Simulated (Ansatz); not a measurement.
CuI, space group F-43m, a point defect in a supercell

With Ansatz 0.2.0, Python API.

At the Python prompt:
```pycon
>>> import ansatz as az
>>> import numpy as np
>>> SETTINGS = {
...     "kmesh": (2, 2, 2),
...     "functional": "r2SCAN",
...     "occupations": "gaussian",
...     "smearing_width": 0.02,
... }
>>> cui = (
...     az.Lattice.of((0.0, 3.0315, 3.0315), (3.0315, 0.0, 3.0315), (3.0315, 3.0315, 0.0))
...     .atom("Cu", (0.25, 0.25, 0.25))
...     .atom("I", (0.0, 0.0, 0.0))
... )
>>> host = cui.supercell(2)
>>> defective = host.substitution("Cu", at=(0.0, 0.0, 0.0), replaces="I")
>>> def settled(structure):
...     return (
...         structure.calculation()
...         .kpoints(mesh=SETTINGS["kmesh"])
...         .functional(SETTINGS["functional"])
...         .occupations(SETTINGS["occupations"], width=SETTINGS["smearing_width"])
...         .band_table()
...     )
...
>>> perfect = settled(host).run().report
DeckWarning: basis.ecutwfc = 500 eV, auto-derived from the records' recommended cutoffs: set by Cu (their level for a meta-GGA)
>>> calculation = (
...     settled(defective)
...     .charge(-2)
...     .charged_corrections(epsilon=12.0)
...     .forces()
... )
>>> out = calculation.run()
>>> summary = out.report
>>> summary["n_iterations"], summary["closed_by"]
(15, 'deck_thresholds')
>>> type(out).__name__, type(summary).__name__
('RunOutcome', 'dict')
>>> n_host, n_defect = len(perfect["lattice"]["sites"]), len(summary["lattice"]["sites"])
>>> print(f"perfect cell: {n_host} atoms, F = {perfect['free_energy_ev']:.4f} eV")
perfect cell: 16 atoms, F = -113276.9126 eV
>>> print(f"defect cell:  {n_defect} atoms, F = {summary['free_energy_ev']:.4f} eV")
defect cell:  16 atoms, F = -112358.4391 eV
>>> print(f"difference {summary['free_energy_ev'] - perfect['free_energy_ev']:.4f} eV (no chemical potentials)")
difference 918.4735 eV (no chemical potentials)
>>> print(f"point-charge correction {out.charged_corrections().monopole_ev:.3f} eV at charge {-2:+d}")
point-charge correction 0.907 eV at charge -2
>>> for site in out.lattice.sites:
...     print(f"{site.symbol:2s}", " ".join(f"{v:8.4f}" for v in site.position_ang))
...
Cu   1.5157   1.5157   1.5157
Cu   0.0000   0.0000   0.0000
Cu   4.5473   4.5473   1.5157
I    3.0315   3.0315   0.0000
Cu   4.5473   1.5157   4.5473
I    3.0315   0.0000   3.0315
Cu   7.5787   4.5473   4.5473
I    6.0630   3.0315   3.0315
Cu   1.5157   4.5473   4.5473
I    0.0000   3.0315   3.0315
Cu   4.5473   7.5787   4.5473
I    3.0315   6.0630   3.0315
Cu   4.5473   4.5473   7.5787
I    3.0315   3.0315   6.0630
Cu   7.5787   7.5787   7.5787
I    6.0630   6.0630   6.0630
>>> for label, run in (("perfect", perfect), ("defect", summary)):
...     levels, filled = np.array(run["eigenvalues_ev"][0]), np.array(run["occupations"][0])
...     top = int(np.argmin(np.abs(levels - run["fermi_energy_ev"])))
...     window = slice(max(top - 3, 0), top + 4)
...     print(label, "levels near E_F at the first k-point:", ", ".join(f"{e - run['fermi_energy_ev']:.2f} ({f:.2f})" for e, f in zip(levels[window], filled[window])))
...
perfect levels near E_F at the first k-point: -0.80 (2.00), -0.80 (2.00), -0.80 (2.00), 0.80 (0.00), 1.74 (0.00), 1.74 (0.00), 1.74 (0.00)
defect levels near E_F at the first k-point: -2.11 (2.00), -2.02 (2.00), -2.02 (2.00), -0.41 (2.00), 0.41 (0.00), 0.41 (0.00), 0.41 (0.00)
```

Reading the output:
- Total energies depend on the potentials; only differences at equal settings carry meaning. A total without «per atom» is that of the whole cell that was run.
- The computed bands are complete only to about 4.6 eV above the Fermi level.
- The k-point mesh is coarse, and energy and stress weren't tested for convergence.
- Of the deposited cell: the entry's cell lengths or inner coordinates differ somewhat from later room-temperature determinations.
- The atoms stand at ideal sites; relaxing them can change energy and levels by an eV or more.
- The difference holds no chemical potentials.
- In a crystal with a gap the Fermi level's place inside it depends on smearing and mesh.
- Each cell's levels count from its own Fermi level and aren't aligned; one k-point can hide that the defect cell is metallic.
- Without a Hubbard U or exact exchange, semilocal functionals often make such 3d compounds metallic or too weakly gapped.
- The starting cell is as deposited in a crystallographic database; the results hold for this polymorph, which needn't be the stable one.
- Gaps and levels are Kohn-Sham values on a finite set of k-points, without spin-orbit coupling.
- Warnings are shown shortened and without file and line.
- The supercell is small, so the defect meets its images and the energies aren't those of an isolated defect; a partly filled defect level may also lower its energy by spin or distortion. For a charged cell the difference holds no correction, alignment or term for the electrons' reservoir.
- Finished in 95 s on 1 thread of Arm Neoverse V1, on a shared host, peak memory 2 GiB.
